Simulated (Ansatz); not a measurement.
# Sb: the cost of one run

Computed with Ansatz 0.2.0 (DFT PBE, scalar-relativistic, plane waves, PAW, unless a step's input says otherwise).

### Step 1. The starting structure

It takes space group R-3m (No. 166, trigonal). Conventional cell: a = 4.301 Å, b = 4.301 Å, c = 11.232 Å, α = 90.00°, β = 90.00°, γ = 120.00°. Around Sb (site symmetry 3m) lie 3 Sb at 2.90 Å.

Structure file:

```cif
data_structure
_symmetry_space_group_name_H-M 'P 1'
_symmetry_Int_Tables_number 1
_cell_length_a 4.4927
_cell_length_b 4.4927
_cell_length_c 4.4927
_cell_angle_alpha 57.200
_cell_angle_beta 57.200
_cell_angle_gamma 57.200
_cell_volume 59.99
loop_
_atom_site_label
_atom_site_type_symbol
_atom_site_fract_x
_atom_site_fract_y
_atom_site_fract_z
_atom_site_occupancy
Sb1 Sb 0.23364 0.23364 0.23364 1
Sb2 Sb 0.76636 0.76636 0.76636 1
```

The cell is taken as given, not relaxed at this level.

### Step 2. Zero of the scan

input.yaml reads:

```yaml
crystal:
  lattice:
    - [2.150600332, 1.2416496806, 3.744]
    - [-2.150600332, 1.2416496806, 3.744]
    - [0.0, -2.4832993611, 3.744]
  atoms:
    - { symbol: Sb, position: [0.23364, 0.23364, 0.23364] }
    - { symbol: Sb, position: [0.76636, 0.76636, 0.76636] }
basis:
  ecutwfc: 420
kpoints:
  mp_grid: { grid: [12, 12, 12] }
hamiltonian:
  xc: pbe
scf:
  occupations: { method: gaussian, width: 0.15 }
output:
  forces: true
  stress: true
  eigenvalues: true
```

On the command line:

```
$ ansatz run input.yaml --threads 1 --pin off --max-ram 2560MiB --backend cpu --events-out ev --progress --plain --runs-dir out
```

**Question.** How long does this run take on 1 thread of Arm Neoverse V2, shared host, and how much memory does it need?

About 9.7 s, with a peak of 0.43 GiB.
